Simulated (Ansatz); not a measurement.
# FePt: the cost of one run

Computed with Ansatz 0.2.0 (DFT r2SCAN, scalar-relativistic, plane waves, PAW, unless a step's input says otherwise).

## (1) The starting structure

It takes space group P4/mmm (No. 123, tetragonal). Conventional cell: a = 2.727 Å, b = 2.727 Å, c = 3.735 Å, α = 90.00°, β = 90.00°, γ = 90.00°. Fe (site symmetry 4/mmm) is surrounded by 8 Pt at 2.68 Å and 4 Fe at 2.73 Å. Pt (site symmetry 4/mmm) has 8 Fe at 2.68 Å and 4 Pt at 2.73 Å as nearest neighbours.

Coordinates:

```
CELL_PARAMETERS angstrom
2.72731 0.00000 0.00000
0.00000 2.72731 0.00000
0.00000 0.00000 3.73500
ATOMIC_POSITIONS crystal
Fe 0.00000 0.00000 0.00000
Pt 0.50000 0.50000 0.50000
```

## (2) Single point: FePt, moments ++

Input file input.yaml:

```yaml
crystal:
  lattice:
    - [2.727310855, 0.0, 0.0]
    - [0.0, 2.727310855, 0.0]
    - [0.0, 0.0, 3.735]
  atoms:
    - { symbol: Fe, position: [0.0, 0.0, 0.0], spin: 3.0 }
    - { symbol: Pt, position: [0.5, 0.5, 0.5], spin: 0.4 }
magnetization:
  spin_polarized: true
scf:
  occupations: { method: fermi_dirac, width: 0.05 }
output:
  forces: true
  populations: true
  eigenstates:
    nscf_kmesh: { grid: [16, 16, 12] }
    top_band: c40
    magnetocrystalline_anisotropy: { directions: [[0, 0, 1], [1, 0, 0], [1, 1, 0]] }
hamiltonian:
  xc: r2scan
kpoints:
  mp_grid: { grid: [16, 16, 12] }
```

The run is started by

```
ansatz run input.yaml --threads 4 --pin off --max-ram 8192MiB --backend cpu --events-out ev --progress --plain --runs-dir out
```

Q: Estimate wall time and peak memory on 4 threads of Intel Xeon 6975P-C (Granite Rapids), shared host.

About 24 s, with a peak of 0.91 GiB.
